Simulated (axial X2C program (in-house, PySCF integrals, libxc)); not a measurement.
**SnO⁻: EOM-EA-CCSD levels**

Wanted for SnO⁻: EOM-EA-CCSD levels, at the two-component level.

Method: two-component X2C with atomic mean-field terms, Sn dyall-acv3z, O dyall-av3z; program: an in-house X2C program for linear molecules on PySCF integrals.

All values are calculated.

**1. Set-up**

task.json

```json
{
 "zs": [
  50,
  8
 ],
 "q": -1,
 "bas": [
  "dyall-acv3z",
  "dyall-av3z"
 ],
 "r0": 1.87,
 "eom": "ea",
 "thr": -1.0,
 "nmax": 92,
 "grid": [
  1,
  0.96,
  1.045,
  0.92,
  1.09,
  1.15
 ],
 "rq": 0
}
```

Keys: zs atomic numbers; q charge; bas basis sets; r0 starting distance in Å; eom kind of EOM run; thr threshold in hartree for freezing inner shells (an s shell follows its p shell); nmax most natural virtual spinors; grid distances as factors.

Started as:

```bash
$ python soeom.py task.json out
```

The runs that follow: EOM-EA-CCSD at 1.821 Å.

What does the calculation give? Wanted: next root led by one particle; T1 of the reference; lowest state, Re and ωe.

As calculated:

| quantity | value |
| --- | --- |
| lowest root at 1.821 Å | Ω = 1/2, 0.382 eV |
| next root led by one particle | Ω = 3/2, about 770 cm⁻¹ higher |
| T1 of the reference | 0.041 |
| lowest state, Re and ωe | 1.884 Å, 753 cm⁻¹ |

The added electron is bound by 0.38 eV in a spinor of 72% Sn pπ, 11% O pπ, 11% Sn dπ. Errors of 0.1 to 0.3 eV are usual at this size, and roots led by higher excitations are left out, so the list is incomplete, and low states of that kind can be missing. T1 or the largest double amplitude of the reference is raised, which lowers the reliability. The bond is 0.052 Å longer than in the closed-shell reference at CCSD (1.832 Å).
